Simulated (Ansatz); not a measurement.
# FeB2: the cost of one run

Computed with Ansatz 0.2.0 (DFT LDA, scalar-relativistic, plane waves, PAW, unless a step's input says otherwise).

3 further runs of the same task are left out: 3 set aside as unsound or not needed. Runs told in other sessions of the task aren't counted.

**1. The starting structure**

The structure is hexagonal, space group P6/mmm (No. 191). The conventional cell has a = 3.032 Å, b = 3.032 Å, c = 2.563 Å, α = 90.00°, β = 90.00°, γ = 120.00°. Around Fe (site symmetry 6/mmm) lie 12 B at 2.17 Å. B (site symmetry -6m2) has 3 B at 1.75 Å and 6 Fe at 2.17 Å in its first shell of neighbours.

Coordinates:

```xyz
3
Lattice="3.0322 0.0000 0.0000 -1.5161 2.6259 0.0000 0.0000 0.0000 2.5627" Properties=species:S:1:pos:R:3 pbc="T T T"
Fe    0.0000    0.0000    0.0000
B     0.0000    1.7506    1.2813
B     1.5161    0.8753    1.2813
```

This cell was relaxed beforehand with the same method: volume 6.80 Å³/atom, gap on the mesh none (metal).

**2. Relaxing at 2 GPa**

At a set pressure the run lowers the enthalpy E + PV, so the energy alone may rise along the way.

input.yaml

```yaml
crystal:
  lattice:
    - [3.0321564543, 0.0, 0.0]
    - [-1.5160782272, 2.6259245177, 0.0]
    - [0.0, 0.0, 2.5626696461]
  atoms:
    - { symbol: Fe, position: [0.0, 0.0, 0.0] }
    - { symbol: B, position: [0.3333333333, 0.6666666667, 0.5] }
    - { symbol: B, position: [0.6666666667, 0.3333333333, 0.5] }
basis:
  ecutwfc: 420
kpoints:
  mp_grid: { grid: [18, 18, 16] }
hamiltonian:
  xc: lda
scf:
  occupations: { method: gaussian, width: 0.2 }
output:
  forces: true
  stress: true
  eigenvalues: true
relax:
  adjacent_minimum: "off"
  f_tol: 0.001
  max_steps: 60
  cell: { stress_tol: 0.02, p_target: 2.0 }
```

Started as:

```sh
$ ansatz run input.yaml --threads 1 --pin off --max-ram 3072MiB --backend cpu --events-out ev --progress --plain --runs-dir out
```

Q: Estimate wall time and peak memory on 1 thread of Arm Neoverse N1, shared host.

About 88 s, with a peak of 0.39 GiB.
